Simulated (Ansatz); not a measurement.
# InSb3 (Pm-3m) in Ansatz: band structure with HSE06

Aim: the band structure of InSb3 with HSE06.

Program: Ansatz 0.2.0. These are calculated values, not measurements. Logs are shortened: lines on timing, memory, paths and dates and some standing lists are left out, and cuts for length are marked.

## (1) The structure

It takes space group Pm-3m (No. 221, cubic). Conventional cell: a = 4.806 Å, b = 4.806 Å, c = 4.806 Å, α = 90.00°, β = 90.00°, γ = 90.00°. Sb (site symmetry 4/mmm) is surrounded by 8 Sb at 3.40 Å and 4 In at 3.40 Å. In (site symmetry m-3m) has 12 Sb at 3.40 Å as nearest neighbours.

The cell comes from a database or a generator and needn't be the stable form of this composition.

## (2) Band structure, HSE06

The input, input:

```
crystal:
  lattice:
    - [4.806367, 0.0, 0.0]
    - [0.0, 4.806367, 0.0]
    - [0.0, 0.0, 4.806367]
  atoms:
    - { symbol: Sb, position: [0.5, 0.5, 0.0] }
    - { symbol: Sb, position: [0.0, 0.5, 0.5] }
    - { symbol: Sb, position: [0.5, 0.0, 0.5] }
    - { symbol: In, position: [0.0, 0.0, 0.0] }
hamiltonian:
  xc: hse06
  pseudopotentials: { kind: paw }
kpoints:
  mp_grid: { grid: [4, 4, 4] }
  band_path:
    path:
      - [[0.0, 0.0, 0.0], [0.0, 0.5, 0.0], [0.5, 0.5, 0.0], [0.0, 0.0, 0.0], [0.5, 0.5, 0.5], [0.0, 0.5, 0.0]]
      - [[0.5, 0.5, 0.0], [0.5, 0.5, 0.5]]
    npoints: 4
scf:
  occupations: { method: fermi_dirac, width: 0.05 }
  n_extra_bands: 10
output:
  forces: true
  stress: true
  eigenvalues: true
  fatbands: false
  write_density: true
  write_potential: true
  elf: true
  volumetric_format: npy
```

Potentials or basis: Ansatz PAW.

The log of the run:

```text
Warning: output.stress: scf.convergence.dr2_threshold = 1e-7 eV (the SCF's general default) is looser than the 4e-10 eV advised for a printed stress (1e-10 eV for each atom of the cell: 4). What an SCF threshold leaves in a stress goes as its square root, and in the free energy as the threshold itself, and one threshold admits the most on a small cell: of the crystals measured, under no hybrid functional and no lock of the moments, on runs that ended without the residual-converged pass, on stresses that held no estimate of that error, the worst erred by over 100 MPa in a component at 1e-7 eV an atom and by under 5 at 1e-10. Set scf.convergence.dr2_threshold to 4e-10 eV or tighter. The threshold is an SCF's pass mark: one that does not reach it within its budget of iterations ends unconverged, or closes short of it on a stop that the run arms, and scf.convergence.dr2_threshold's page says what that costs each kind of run
Warning: output.stress: scf.exx.energy_threshold = 1e-6 eV is looser than the 4e-8 eV advised for a stress under a hybrid functional (1e-8 eV for each atom of the cell: 4). Every SCF of the exchange loop can meet its threshold on dr2 while the loop round them stops early: no threshold on dr2 bounds what that leaves in the stress. Set scf.exx.energy_threshold to 4e-8 eV or tighter. The threshold is the loop's pass mark: a loop that does not reach it within its budget of cycles ends unconverged, and scf.exx.energy_threshold's page has the law
scf.n_extra_bands = 10 over 29 filled bands (N_el = 58.0): the run solves 39 bands
GPUs: using 1 of 1 available (devices: 1).
Engine: ansatz 0.2.0, x86_64-unknown-linux-gnu
Pseudopotentials: kind: paw
Pseudopotential: Sb, paw, valence charge 15, recommended cutoff 420 eV (normal), Sb.paw.azcp
Pseudopotential: In, paw, valence charge 13, recommended cutoff 420 eV (normal), In.paw.azcp
Functional definition: HSE06
  parameter a = 0.25
  parameter omega = 0.11/bohr
  exchange = pbe_x - a*pbe_x_sr(omega) + a*exact_x_sr(omega)
  correlation = pbe_c
device memory: the entry about to start is reckoned to put 1.3 GiB on a device that reports 34.8 GiB free (of which the cap on the GPU budget leaves the run 18.0 GiB)
GPU FFT provider: cuFFT
GPU libraries: cuBLAS 13.8.2, cuFFT 12.4.0, cuSOLVER 12.3.4
Crystal: 4 atoms, lattice volume = 111.033 Å³
Basis set: ecut = 420 eV, 2109 PW (Γ), exchange–correlation on 72×72×72 points (8 copies of the dense FFT grid, shifted against one another)
Bands: 39, of which v1, the nominal top of the filled ones, is band 29 counted from 1 (28 counted from 0)
Symmetry: 48 space group operations
Space group: Pm-3m (ITA 221), of the structure as read, at distance tolerance 4.8e-5 Å
k-points: 10 of 64
Non-local potential: Sb, projectors of the file, l = 0: 2, l = 1: 2, l = 2: 2, l = 3: 2
Non-local potential: In, projectors of the file, l = 0: 2, l = 1: 2, l = 2: 2, l = 3: 2
PAW form: soft (Blöchl's): semilocal exchange-correlation on the pseudo side does not see the compensation charge
PAW frozen core: Sb, regenerated for the run's functional, and the local potential with it (the file was generated under x = pbe(κ = 0.804, μ = 0.2195149727645171), c = pbe(β = 0.06672455060314922))
PAW frozen core: In, regenerated for the run's functional, and the local potential with it (the file was generated under x = pbe(κ = 0.804, μ = 0.2195149727645171), c = pbe(β = 0.06672455060314922))
PAW one-centre angular grid: Sb, 590 points (default); XC on 64 Gauss nodes
PAW one-centre angular grid: In, 590 points (default); XC on 64 Gauss nodes
Initial density: superposition of atomic densities (neutral atoms: chi_scale 0, normalization atom), corrected by the library's trained network
Initial wavefunctions: pseudopotential atomic-orbital guess
GPU buffer pool allocated for 46656 grid points (all kernels)
GPU transforms: local potential and band sums: pruned to the plane-wave sphere, on 36×36×36
Functional: x = pbe(κ = 0.804, μ = 0.2195149727645171), c = pbe(β = 0.06672455060314922), warm-up for x = pbe(κ = 0.804, μ = 0.2195149727645171) + 0.25 (exact − pbe) at short range (hse, ω = 0.20786987370883472 Å⁻¹), c = pbe(β = 0.06672455060314922); HSE06 as pw.x's `hse` composes it (authors' and Libxc's form: `xc: wpbeh`)
SCF iter   1: F=—  HF=-25050.583297 eV  |F-HF|=—  |Δ(HF+E_count)|=         —  Δρ=2.30e-3  dr2=1.38e-2  ethr=1.77e-3  ⟨swp⟩=9.6  Hψ=1612  notcnv=0
preconditioner: auto → none  [insulator: Δε(μ)=0.373 eV  Ē_g=12.505 eV  σ=0.050 eV  W_gap=0.60  n_scr=26 (ndim 8)  ℏωp=18.6 eV  f_vac=0.000  D(μ)=2.53/eV (n_scr^D=18)]
iter 2 solved again at ethr=2.14e-6 eV; its pass at ethr=2.39e-5 eV (dr2=1.24e-3 eV) is discarded
SCF iter   2: F=—  HF=-25050.579567 eV  |F-HF|=—  |Δ(HF+E_count)|=   3.73e-3  Δρ=1.03e-3  dr2=1.23e-3  ethr=2.14e-6  ⟨swp⟩=3.5  Hψ=1843  notcnv=0  defer=2
SCF iter   3: F=—  HF=-25050.579275 eV  |F-HF|=—  |Δ(HF+E_count)|=   2.92e-4  Δρ=1.63e-4  dr2=5.51e-5  ethr=2.13e-6  ⟨swp⟩=3.5  Hψ=776  notcnv=0
SCF iter   4: F=—  HF=-25050.579275 eV  |F-HF|=—  |Δ(HF+E_count)|=   1.73e-8  Δρ=5.74e-5  dr2=2.47e-6  ethr=9.50e-8  ⟨swp⟩=4.0  Hψ=842  notcnv=0
SCF iter   5: F=—  HF=-25050.579277 eV  |F-HF|=—  |Δ(HF+E_count)|=   2.11e-6  Δρ=1.16e-5  dr2=8.93e-8  ethr=4.26e-9  ⟨swp⟩=3.9  Hψ=869  notcnv=0
SCF iter   6: F=—  HF=-25050.579278 eV  |F-HF|=—  |Δ(HF+E_count)|=   1.33e-7  Δρ=1.28e-6  dr2=1.48e-9  ethr=1.54e-10  ⟨swp⟩=3.9  Hψ=973  notcnv=0
SCF iter   7: F=-25050.579278 eV  HF=-25050.579278 eV  |F-HF|=1.82e-11  |Δ(HF+E_count)|=  6.44e-10  Δρ=3.00e-7  dr2=7.69e-11  ethr=2.55e-12  ⟨swp⟩=4.0  Hψ=1009  notcnv=0
SCF 1 converged in 7 iterations: F = -25050.579278 eV  dr2 = 7.69e-11
device memory: the entry about to start is reckoned to put 1.9 GiB on a device that reports 41.7 GiB free (of which the cap on the GPU budget leaves the run 18.0 GiB)
GPU FFT provider: cuFFT
GPU libraries: cuBLAS 13.8.2, cuFFT 12.4.0, cuSOLVER 12.3.4
Initial density: handed on by an earlier stage of this run
Initial wavefunctions: those handed on with the density
GPU buffer pool allocated for 46656 grid points (all kernels)
GPU transforms: local potential and band sums: pruned to the plane-wave sphere, on 36×36×36
Functional: x = pbe(κ = 0.804, μ = 0.2195149727645171) + 0.25 (exact − pbe) at short range (hse, ω = 0.20786987370883472 Å⁻¹), c = pbe(β = 0.06672455060314922); HSE06 as pw.x's `hse` composes it (authors' and Libxc's form: `xc: wpbeh`)
Exchange kernel: α = 0.2500, screened, ω = 0.2079 Å⁻¹, Wigner–Seitz truncation, v(0) = 1044.5118 eV·Å³, q-mesh 4×4×4, nearest image of the exchange supercell L = 19.23 Å, pair-density grid 24×24×24, without the augmentation charges, whose exchange is taken in its separable form by FFT convolution over the k-point mesh (sized by the pseudopotential files, 36×36×36 at the most), smooth part of the exact exchange by density-matrix convolution in up to 3.52 GiB of GPU memory as planned if the GPU has room (build and FFT work areas not counted)
Frozen-core exchange: fock
iter 1 solved again at ethr=2.35e-5 eV; its pass at ethr=1.00e-1 eV (dr2=1.36e-2 eV) is discarded
SCF iter   1: F=—  HF=-25066.925508 eV  |F-HF|=—  |Δ(HF+E_count)|=         —  Δρ=4.89e-3  dr2=1.44e-2  ethr=2.35e-5  ⟨swp⟩=4.6  Hψ=2292  notcnv=0
preconditioner: auto → none  [insulator: Δε(μ)=0.426 eV  Ē_g=14.095 eV  σ=0.050 eV  W_gap=0.62  n_scr=26 (ndim 8)  ℏωp=18.6 eV  f_vac=0.000  D(μ)=2.58/eV (n_scr^D=18)]
SCF iter   2: F=—  HF=-25066.921767 eV  |F-HF|=—  |Δ(HF+E_count)|=   3.74e-3  Δρ=1.75e-3  dr2=2.57e-3  ethr=2.26e-5  ⟨swp⟩=3.0  Hψ=731  notcnv=0
SCF iter   3: F=—  HF=-25066.928908 eV  |F-HF|=—  |Δ(HF+E_count)|=   7.14e-3  Δρ=9.70e-4  dr2=6.14e-4  ethr=3.13e-6  ⟨swp⟩=4.1  Hψ=901  notcnv=0
SCF iter   4: F=—  HF=-25066.928758 eV  |F-HF|=—  |Δ(HF+E_count)|=   1.50e-4  Δρ=7.66e-5  dr2=1.33e-5  ethr=9.98e-7  ⟨swp⟩=3.0  Hψ=748  notcnv=0
SCF iter   5: F=-25066.928839 eV  HF=-25066.928841 eV  |F-HF|=1.54e-6  |Δ(HF+E_count)|=   8.25e-5  Δρ=8.14e-5  dr2=4.24e-6  ethr=7.72e-9  ⟨swp⟩=5.0  Hψ=1560  notcnv=0
SCF 2 stopped early in 5 iterations: F = -25066.928839 eV  dr2 = 4.24e-6
hybrid outer 1: dexx = +7.819e-3 eV, tail = 9.59e-5 eV
GPU FFT provider: cuFFT
GPU libraries: cuBLAS 13.8.2, cuFFT 12.4.0, cuSOLVER 12.3.4
GPU buffer pool allocated for 46656 grid points (all kernels)
GPU transforms: local potential and band sums: pruned to the plane-wave sphere, on 36×36×36
Exchange kernel: α = 0.2500, screened, ω = 0.2079 Å⁻¹, Wigner–Seitz truncation, v(0) = 1044.5118 eV·Å³, q-mesh 4×4×4, nearest image of the exchange supercell L = 19.23 Å, pair-density grid 24×24×24, without the augmentation charges, whose exchange is taken in its separable form by FFT convolution over the k-point mesh (sized by the pseudopotential files, 36×36×36 at the most), smooth part of the exact exchange by density-matrix convolution in up to 3.52 GiB of GPU memory as planned if the GPU has room (build and FFT work areas not counted)
Frozen-core exchange: fock
SCF iter   1: F=—  HF=-25066.928159 eV  |F-HF|=—  |Δ(HF+E_count)|=         —  Δρ=3.41e-5  dr2=1.15e-6  ethr=8.26e-7  ⟨swp⟩=3.5  Hψ=818  notcnv=0
preconditioner: auto → none  [insulator: Δε(μ)=0.436 eV  Ē_g=14.066 eV  σ=0.050 eV  W_gap=0.63  n_scr=26 (ndim 8)  ℏωp=18.6 eV  f_vac=0.000  D(μ)=2.62/eV (n_scr^D=18)]
SCF iter   2: F=—  HF=-25066.928161 eV  |F-HF|=—  |Δ(HF+E_count)|=   2.05e-6  Δρ=1.30e-5  dr2=1.51e-7  ethr=1.76e-9  ⟨swp⟩=4.3  Hψ=1125  notcnv=0
SCF iter   3: F=—  HF=-25066.928161 eV  |F-HF|=—  |Δ(HF+E_count)|=   1.50e-8  Δρ=5.27e-6  dr2=1.61e-8  ethr=2.25e-10  ⟨swp⟩=3.9  Hψ=846  notcnv=0  defer=3
SCF iter   4: F=-25066.928161 eV  HF=-25066.928161 eV  |F-HF|=1.31e-9  |Δ(HF+E_count)|=   2.38e-9  Δρ=1.50e-6  dr2=3.54e-9  ethr=2.38e-11  ⟨swp⟩=3.7  Hψ=995  notcnv=0
SCF 3 converged in 4 iterations: F = -25066.928161 eV  dr2 = 3.54e-9
  Residual-converged pass: ⟨swp⟩=3.0  Hψ=726  notcnv=0  max |occ|·‖R‖ = 2.3e-6 eV (tolerance 2.4e-6 eV)  dr2=3.53e-9  dr2_onsite=7.61e-10  max |Δocc| = 1.1e-12
hybrid outer 2: dexx = +1.064e-6 eV, tail = 1.91e-8 eV, Δε = 2.77e-3 eV (about 6.79e-5 eV left of the loop's levels)
device memory: the entry about to start is reckoned to put 0.9 GiB on a device that reports 46.3 GiB free (of which the cap on the GPU budget leaves the run 18.0 GiB)
NSCF: frozen V_eff on 26 k-points, pencils in batches of 32, up to order 172
hybrid SCF converged: 2 outer / 9 inner (+7 warm-up), last move |dexx| = 1.06e-6 eV, tail = 1.91e-8 eV
Stability not checked: this state was not tested for a lower state beside it, because the functional holds exact exchange (a hybrid, or Hartree-Fock), whose exchange loop this test does not read (fock_operator; see scf.lower_state_search)
Free energy (F): -25066.928161 eV
Frozen-core exchange: fock
Harris-Foulkes:  -25066.928161 eV  (|F-HF|=1.31e-9)
Internal energy: -25066.908063 eV  (E = F + TS)
E sigma→0 (E₀):  -25066.918112 eV
Entropy (-TS):   -0.020097 eV (-5.024 meV/atom)
Fermi energy:    10.502329 eV
--- Per-component energies (eV) ---
  E_band       = -599.914474
  E_kinetic    = 857.554118
  E_local      = -5501.615173  (includes V_loc(G=0)·N_el)
  E_nonlocal   = 1448.921973
  E_hartree    = 2438.634855
  E_xc         = -504.695726
  E_vxc        = -312.123794  (∫ρ·V_xc dr)
  E_exx        = -152.901076  (= α·E_x^exact, valence–valence)
  E_paw        = -17867.261924  (= ΣΔE_a)
  E_vpaw       = -1664.116147  (= ΣTr[D̂ρ^β])
  E_aug_tail   = 0.000022  (compensation charges beyond the density's cutoff)
  E_ewald      = -5786.132290
  E_core_change = 0.587160  (= ΣΔE_core)
  E_smearing   = -0.020097  (= −TS)
  E_closure    = -0.000001  (closes the sum)
  Σ components = -25066.928161   (vs F -25066.928161, Δ=0.00e0)
--- Forces (eV/Å), atoms counted from 1 ---
  atom   1  Sb    -0.00000000    -0.00000000     0.00000000
  atom   2  Sb     0.00000000     0.00000000     0.00000000
  atom   3  Sb    -0.00000000    -0.00000000    -0.00000000
  atom   4  In    -0.00000000     0.00000000     0.00000000
  max |Σ_I F_I| component: 2.98e-29 eV/Å
--- Stress (GPa, compression-positive) ---
       -1.136520       0.000000      -0.000000
        0.000000      -1.136520      -0.000000
        0.000000      -0.000000      -1.136520
  P = ⅓ Tr σ = -1.1365 GPa (-11.365 kbar)
--- Band table (eV; the first three rows and the last of 10) ---
  k-point 0: bands = ["-21.1372", "-21.1372", "-21.1372", "-21.1356", "-21.0756", "-21.0756", "-21.0675", "-21.0675", "-21.0506", "-21.0506", "-21.0506", "-21.0311", "-21.0311", "-21.0311", "-21.0102", "-5.9900", "-5.9900", "-5.9779", "-5.9779", "-5.9779", "-2.9239", "2.4617", "2.4617", "5.8169", "5.8169", "5.8169", "6.8130", "11.2047", "11.2047", "11.2047", "12.7692", "12.7692", "12.7692", "15.8485", "15.8485", "16.1150", "16.3080", "16.3080", "16.3080"]
  k-point 1: bands = ["-21.1361", "-21.1276", "-21.1221", "-21.1221", "-21.0825", "-21.0751", "-21.0673", "-21.0604", "-21.0517", "-21.0517", "-21.0517", "-21.0459", "-21.0459", "-21.0312", "-21.0174", "-5.9880", "-5.9840", "-5.9840", "-5.9827", "-5.9778", "-2.5026", "0.9564", "2.5523", "5.7698", "6.3137", "6.3137", "9.2004", "10.0586", "10.0586", "10.1634", "11.2400", "12.5890", "12.5890", "16.1648", "16.6197", "16.6197", "16.6442", "16.7788", "17.9854"]
  k-point 2: bands = ["-21.1350", "-21.1153", "-21.0939", "-21.0865", "-21.0865", "-21.0838", "-21.0838", "-21.0749", "-21.0669", "-21.0528", "-21.0501", "-21.0501", "-21.0487", "-21.0312", "-21.0289", "-5.9901", "-5.9901", "-5.9860", "-5.9777", "-5.9755", "-1.5965", "-0.6607", "2.6506", "6.0342", "7.3794", "7.3794", "8.3358", "8.3358", "9.4284", "9.8049", "13.0558", "13.2044", "13.2044", "13.4966", "15.2203", "15.2203", "17.3247", "18.1219", "18.3091"]
  k-point 9: bands = ["-21.1151", "-21.1151", "-21.1151", "-21.0970", "-21.0970", "-21.0970", "-21.0769", "-21.0744", "-21.0744", "-21.0744", "-21.0413", "-21.0413", "-21.0221", "-21.0221", "-21.0221", "-6.0080", "-6.0080", "-6.0080", "-5.9600", "-5.9600", "0.7135", "0.7135", "0.7135", "4.3112", "5.0424", "5.0424", "5.0424", "5.3969", "14.7098", "14.7098", "14.7925", "14.7925", "14.7925", "17.8120", "17.8120", "17.8120", "19.8690", "19.8690", "19.8690"]
```

Run time: 62 s. Hardware: 1 × NVIDIA H100 80GB HBM3 with 2 threads of AMD EPYC 7R13 (Zen 3), shared host; peak memory 2.4 GiB.

What came out:

```
Free energy            : -25066.9282 eV
Pressure               : -1.1 GPa
Band gap on the k mesh : none (metal or under the smearing width)
```

Levels at the corners of the path, in eV from the Fermi level:
| point | band 27 | band 28 | band 29 | band 30 | band 31 | band 32 |
| --- | --- | --- | --- | --- | --- | --- |
| Γ | -3.69 | 0.70 | 0.70 | 0.70 | 2.27 | 2.27 |
| X | -2.17 | -2.17 | -1.07 | -0.70 | 2.55 | 2.70 |
| M | -1.57 | -1.30 | -1.08 | -1.08 | -0.24 | 1.43 |
| Γ | -3.69 | 0.70 | 0.70 | 0.70 | 2.27 | 2.27 |
| R | -5.46 | -5.11 | 4.21 | 4.21 | 4.29 | 4.29 |
| X | -2.17 | -2.17 | -1.07 | -0.70 | 2.55 | 2.70 |
| M | -1.57 | -1.30 | -1.08 | -1.08 | -0.24 | 1.43 |
| R | -5.46 | -5.11 | 4.21 | 4.21 | 4.29 | 4.29 |

Caveat: spin-orbit coupling is left out, which moves the levels of the heavy elements; the PAW data sets come from PBE, with cores solved anew for the run's functional, which leaves a small shift of forces and pressure; the thresholds are loose for stress.
